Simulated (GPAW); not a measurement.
HfB:

```
Hf B
1.0
     3.13055    0.00000    0.00000
     1.56528    2.71114    0.00000
     1.56528    0.90371    2.55609
Hf B
1 1
Direct
  0.50000 0.50000 0.50000
  0.00000 0.00000 0.00000
```

The cell isn't the ideal one: volume scaled by 0.88.

```yaml
Program: GPAW 26.7.0
Task: relaxation of cell and atoms
Functional: revTPSS
Dispersion: D3
Potentials_or_basis: GPAW PAW data sets (gpaw-data 1.2.1)
Cutoff: 800 eV
Basis: pw
k_mesh: 7 × 7 × 7
Occupations: fermi-dirac, width 0.05 eV
Spin: no spin polarisation
```

At the start: pressure 62.3 GPa; volume 10.85 Å³/atom.

Problem. How do energy, volume and symmetry change on relaxing?

Solution. Over 4 steps the energy falls by 433.6 meV/atom and the volume is 13.46 Å³/atom (+24.1 %); space group Fm-3m (No. 225, to 0.05 Å).

The path:
```
step  energy change (eV)  largest force (eV/Å)  pressure (GPa)  volume (Å³)
   1              0.0000                0.0000           62.32        21.69
   2             -0.5857                0.0000           30.84        23.75
   3             -0.8601                0.0000            4.13        26.43
   4             -0.8672                0.0000            0.45        26.92
```

Final structure:
```xyz
2
Lattice="3.3643 0.0000 0.0000 1.6821 2.9135 0.0000 1.6821 0.9712 2.7469" Properties=species:S:1:pos:R:3 pbc="T T T"
Hf    3.3643    1.9424    1.3735
B     0.0000    0.0000    0.0000
```

Caveat: later steps reuse the first step's grids; the PAW data sets were made with another functional, which shifts forces and pressure a little; pairwise dispersion overbinds metals, which lowers pressure and volume.
